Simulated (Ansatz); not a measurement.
**H₄OSSeSi: two torsions**

How does the energy of H4OSSeSi, SMILES O[SiH](S)[SeH] change over two coordinates at once? A grid of runs gives the map.

Program: Ansatz 0.2.0. Level of theory: RHF/def2-TZVP. These are calculated values, not measurements.

## 1. The starting structure

8 atoms, charge 0, spin multiplicity 1.

Atoms are counted from 1 here; the program's logs count them from 0.

Bond lengths: O1–Si2 1.673 Å, O1–H5 0.975 Å, Si2–S3 2.163 Å, Si2–Se4 2.302 Å, Si2–H6 1.495 Å, S3–H7 1.363 Å, Se4–H8 1.487 Å. Angles: Si2–O1–H5 114.8°, O1–Si2–S3 108.3°, O1–Si2–Se4 115.4°, O1–Si2–H6 103.8°, S3–Si2–Se4 104.7°, S3–Si2–H6 114.9°, Se4–Si2–H6 110.0°, Si2–S3–H7 93.7°, Si2–Se4–H8 92.5°.

Coordinates:

```
O    -0.88093    1.46440   -0.64465
Si   -0.01676    0.32903    0.22833
S     2.07414    0.52177   -0.29012
Se   -0.53260   -1.86824   -0.22666
H    -0.84430    1.35180   -1.61208
H    -0.34532    0.64725    1.65181
H     2.40861   -0.68789    0.24169
H    -1.77053   -1.81522    0.59589
```

This geometry comes from a loose relaxation at PBE in a small basis, which is not shown.

## 3. Plan of the scan

The axes are (1) dihedral O1–Si2–S3–H7: 12 values from −180 to 150 °, periodic; (2) dihedral O1–Si2–Se4–H8: 12 values from −180 to 150 °, periodic.

Nothing else is relaxed (all other coordinates rigid). Energies count from the relaxed molecule at the same level. Points are written as (first, second).

(The set-up runs are not shown.)

## 4. The run at (−180°, −60°)

input.yaml reads:

```yaml
crystal:
  periodic: [false, false, false]
  atoms:
    - { symbol: O, position_ang: [-0.82498, 1.405833, -0.638155] }
    - { symbol: Si, position_ang: [0.004169, 0.314028, 0.216289] }
    - { symbol: S, position_ang: [2.066691, 0.500004, -0.320834] }
    - { symbol: Se, position_ang: [-0.603133, -1.847787, -0.2256] }
    - { symbol: H, position_ang: [-0.939699, 1.306158, -1.567023] }
    - { symbol: H, position_ang: [-0.251044, 0.615324, 1.623829] }
    - { symbol: H, position_ang: [2.519303, -0.460066, 0.479644] }
    - { symbol: H, position_ang: [-1.989797, -1.666269, 0.182858] }
basis:
  gaussian: { orbitals: def2-TZVP }
hamiltonian:
  xc: hf
output:
  forces: true
```

Started as:

```sh
ansatz run input.yaml --threads 1 --pin off --max-ram 2560MiB --backend cpu --events-out ev --progress --plain --runs-dir out
```

The session goes on with these runs: the other points that were computed.

What does the calculation give? Wanted: lowest point; highest computed point; largest force on an atom; dipole moment.

**Answer**, as computed:

| quantity | value |
| --- | --- |
| lowest point | (−180°, −60°), 15 meV |
| highest computed point | (−30°, 30°), 283 meV above the lowest |
| largest force on an atom (eV/Å) | 0.11 at (−180°, −60°) to 0.68 at (−60°, 30°); 0.11 at the lowest point |
| dipole moment (D) | 0.41 at (120°, 150°) to 2.24 at (0°, 0°); 0.75 at the lowest point |
| time for the whole task | 21 min on 1 thread, shared host |

What this shows: The lowest computed point is at (−180°, −60°), 15 meV from the relaxed molecule at the same level. Higher local minima lie near (30°, −90°) (16 meV above the lowest at that grid point); (30°, 90°) (33 meV above the lowest at that grid point); (−180°, 90°) (39 meV above the lowest at that grid point). The highest computed point, (−30°, 30°), lies 283 meV above the lowest. On the interpolated surface the easiest way out of the lowest well to the well at (30°, −90°) passes a barrier of about 83 meV. Round the minimum the valley is somewhat tilted: raising dihedral O1–Si2–S3–H7 shifts the best value of dihedral O1–Si2–Se4–H8 downwards (coupling k₁₂/√(k₁₁k₂₂) about 0.2).
